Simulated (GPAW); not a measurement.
The system is NbTe.

```
CELL_PARAMETERS angstrom
3.42570 0.00000 0.00000
0.00000 3.42570 0.00000
0.00000 0.00000 3.42570
ATOMIC_POSITIONS crystal
Nb 0.50000 0.50000 0.50000
Te 0.00000 0.00000 0.00000
```

The cell was built by a generator and needn't be a form met in nature.

Base run:

* Program: GPAW 26.7.0
* Functional: PBE
* Potentials or basis: GPAW PAW data sets (gpaw-data 1.2.1)
* Cutoff: 600 eV
* Basis: pw
* k mesh: 8 × 8 × 8
* Occupations: fermi-dirac, width 0.05 eV
* Spin: no spin polarisation
* Hubbard terms: Nb d U = 1 eV

Its results: pressure -0.2 GPa.

Question: The run is repeated on the same cell with these changes: hubbard terms from Nb d U = 1 eV to Nb d U = 3 eV. What comes out?

Answer: Pressure 3.1 GPa.

Caveats: U without spin polarisation on a metal has little footing; the U is typed as a test and isn't derived for this compound.
